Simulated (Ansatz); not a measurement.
**C₂H₇BO: small, medium and large basis sets**

Aim: see how fast density functionals converge with the basis set for C₂H₇BO.

The runs use Ansatz 0.2.0, Gaussian basis; one geometry, several basis sets.

Levels to be run: PBE0-D4/def2-SVP; ωB97M-V/def2-SVP; PBE0-D4/def2-QZVPP; ωB97M-V/def2-QZVPP; the functionals' def2-TZVPP values are taken from earlier runs.

## 1. Structure used throughout

An earlier PBE0-D4 in a triple-zeta def2 set relaxation fixed the geometry.

SMILES `CCBO`, 11 atoms, charge 0, spin multiplicity 1.

Atoms are counted from 1 here; the program's logs count them from 0.

Bond lengths: C1–C2 1.528 Å, C1–H5 1.093 Å, C1–H6 1.092 Å, C1–H7 1.093 Å, C2–B3 1.569 Å, C2–H8 1.098 Å, C2–H9 1.101 Å, B3–O4 1.355 Å, B3–H10 1.202 Å, O4–H11 0.962 Å. Angles: C2–C1–H5 111.4°, C2–C1–H6 111.9°, C2–C1–H7 111.0°, H5–C1–H6 107.5°, H5–C1–H7 107.2°, H6–C1–H7 107.8°, C1–C2–B3 114.3°, C1–C2–H8 110.4°, C1–C2–H9 108.7°, B3–C2–H8 111.8°, B3–C2–H9 105.8°, H8–C2–H9 105.3°, C2–B3–O4 123.5°, C2–B3–H10 121.4°, O4–B3–H10 115.1°, B3–O4–H11 113.1°.

## 2. PBE0-D4 in def2-SVP

File in.yaml:

```yaml
crystal:
  periodic: [false, false, false]
  atoms:
    - {symbol: C, position_ang: [-0.556249, 1.314020, 0.194134]}
    - {symbol: C, position_ang: [-0.148141, -0.126357, 0.498722]}
    - {symbol: B, position_ang: [0.844226, -0.749685, -0.545033]}
    - {symbol: O, position_ang: [0.775202, -2.034588, -0.968243]}
    - {symbol: H, position_ang: [-1.123598, 1.378603, -0.737923]}
    - {symbol: H, position_ang: [-1.178117, 1.737150, 0.986302]}
    - {symbol: H, position_ang: [0.322302, 1.954013, 0.082444]}
    - {symbol: H, position_ang: [-1.037341, -0.754715, 0.640303]}
    - {symbol: H, position_ang: [0.380269, -0.147738, 1.464294]}
    - {symbol: H, position_ang: [1.748273, -0.108314, -1.009997]}
    - {symbol: H, position_ang: [0.038474, -2.519490, -0.584401]}
basis:
  gaussian: {orbitals: def2-SVP}
hamiltonian: {xc: pbe0, dispersion: d4}
output: {orbitals: {seedname: orbitals}}
```

The runs that follow: ωB97M-V in def2-SVP; PBE0-D4 in def2-QZVPP; ωB97M-V in def2-QZVPP.

**Question.** What will the summary of the whole plan be? Wanted: PBE0-D4: double and triple zeta above quadruple; ωB97M-V: double and triple zeta above quadruple.

As calculated:

| quantity | value |
| --- | --- |
| PBE0-D4: double and triple zeta above quadruple | 5.87, 0.29 eV |
| ωB97M-V: double and triple zeta above quadruple | 6.13, 0.28 eV |

What this shows: PBE0-D4 gains 5.57 eV from double to triple zeta, then 0.29 eV more. These are total energies; as a rule much of such shifts cancels in differences, which this series doesn't test. The LUMO of ωB97M-V is positive and keeps falling with the basis (2.43 to 1.51 eV): an unbound level that the basis holds in place.
